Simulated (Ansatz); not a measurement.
# C2H5BO2: one species, many methods

One table from this session's results is given with a row withheld; the runs are named, their logs left out.

Method: functionals in def2-TZVPP, the program's frozen cores in correlated methods; program: Ansatz 0.2.0, Gaussian basis.

Plan: LDA (SPW92), PBE-D4, revPBE-D4, BLYP-D4, r2SCAN-D4, B97M-V, PBE0-D4, B3LYP-D4, r2SCANh-D4, r2SCAN0-D4, HSE06-D4, BHLYP-D4, CAM-B3LYP-D4, LC-ωPBE, ωB97X-V, ωB97M-V, B2PLYP, PBE-QIDH; CCSD(T)/def2-SVP; CCSD(T)/def2-TZVPP; MP2/def2-QZVPP; extrapolation to the limit; RPA on PBE.

## Structure used throughout

An earlier PBE0-D4 in a triple-zeta def2 set relaxation fixed the geometry.

SMILES `OC1(O)BC1`, 10 atoms, charge 0, spin multiplicity 1.

Atoms are counted from 1 here; the program's logs count them from 0.

Bond lengths: O1–C2 1.381 Å, O1–H6 0.966 Å, C2–O3 1.398 Å, C2–B4 1.538 Å, C2–C5 1.518 Å, O3–H7 0.963 Å, B4–C5 1.536 Å, B4–H8 1.184 Å, C5–H9 1.089 Å, C5–H10 1.087 Å. Angles: C2–O1–H6 107.9°, O1–C2–O3 115.0°, O1–C2–B4 123.3°, O1–C2–C5 119.7°, O3–C2–B4 115.0°, O3–C2–C5 112.0°, B4–C2–C5 60.4°, C2–O3–H7 107.4°, C2–B4–C5 59.2°, C2–B4–H8 151.2°, C5–B4–H8 148.9°, C2–C5–B4 60.5°, C2–C5–H9 113.6°, C2–C5–H10 120.4°, B4–C5–H9 115.5°, B4–C5–H10 122.4°, H9–C5–H10 114.0°.

Set-up of the first run:

File in.yaml:

```yaml
crystal:
  periodic: [false, false, false]
  atoms:
    - {symbol: O, position_ang: [-0.841282, -0.581748, -1.312217]}
    - {symbol: C, position_ang: [0.069755, -0.216214, -0.340977]}
    - {symbol: O, position_ang: [1.379457, -0.036377, -0.797033]}
    - {symbol: B, position_ang: [-0.054459, -0.632887, 1.134400]}
    - {symbol: C, position_ang: [-0.316076, 0.817525, 0.700891]}
    - {symbol: H, position_ang: [-0.957593, 0.169777, -1.907148]}
    - {symbol: H, position_ang: [1.704988, -0.895966, -1.085336]}
    - {symbol: H, position_ang: [0.099839, -1.418234, 2.007033]}
    - {symbol: H, position_ang: [-1.363434, 1.112035, 0.656424]}
    - {symbol: H, position_ang: [0.361806, 1.630989, 0.946963]}
basis:
  gaussian: {orbitals: def2-TZVPP}
hamiltonian: {xc: lda}
output: {orbitals: {seedname: orbitals}}
```

On the command line:

```bash
$ ansatz run in.yaml --threads 2 --pin off --events-out ev --progress --plain --max-ram 4352MiB
```

Among the steps run: LDA; PBE-D4 (GGA); revPBE-D4 (GGA); BLYP-D4 (GGA); r2SCAN-D4 (meta-GGA); B97M-V (meta-GGA); PBE0-D4 (hybrid); B3LYP-D4 (hybrid); r2SCANh-D4 (hybrid); r2SCAN0-D4 (hybrid); HSE06-D4 (hybrid); BHLYP-D4 (hybrid); CAM-B3LYP-D4 (range-separated); LC-ωPBE (range-separated); ωB97X-V (range-separated); ωB97M-V (range-separated); B2PLYP (double hybrid); PBE-QIDH (double hybrid).

One table of the session follows, with a row left open; its other results are not shown here.

It belongs to the step «Frontier levels by functional». 

| functional | HOMO (eV) | LUMO (eV) | gap (eV) |
| --- | --- | --- | --- |
| LDA (SPW92) | -5.81 | -2.93 | 2.88 |
| PBE-D4 | -5.68 | -2.63 | 3.05 |
| revPBE-D4 | -5.62 | -2.50 | 3.11 |
| BLYP-D4 | -5.60 | -2.48 | 3.12 |
| r2SCAN-D4 | -5.88 | -2.25 | 3.64 |
| B97M-V | -6.00 | -2.28 | 3.72 |
| PBE0-D4 | ? | ? | ? |
| B3LYP-D4 | -6.82 | -1.84 | 4.99 |
| r2SCANh-D4 | -6.39 | -1.90 | 4.49 |
| r2SCAN0-D4 | -7.14 | -1.38 | 5.77 |
| HSE06-D4 | -6.60 | -1.99 | 4.61 |
| BHLYP-D4 | -8.29 | -0.51 | 7.78 |
| CAM-B3LYP-D4 | -8.44 | -0.48 | 7.96 |
| LC-ωPBE | -9.77 | 0.77 | 10.53 |
| ωB97X-V | -9.41 | 0.66 | 10.06 |
| ωB97M-V | -9.30 | 0.41 | 9.71 |

Estimate the missing values for PBE0-D4.

**Answer.** HOMO (eV): -7.00; LUMO (eV): -1.60; gap (eV): 5.40. In the column «HOMO (eV)» it lies between r2SCAN0-D4 (-7.14) and B3LYP-D4 (-6.82).
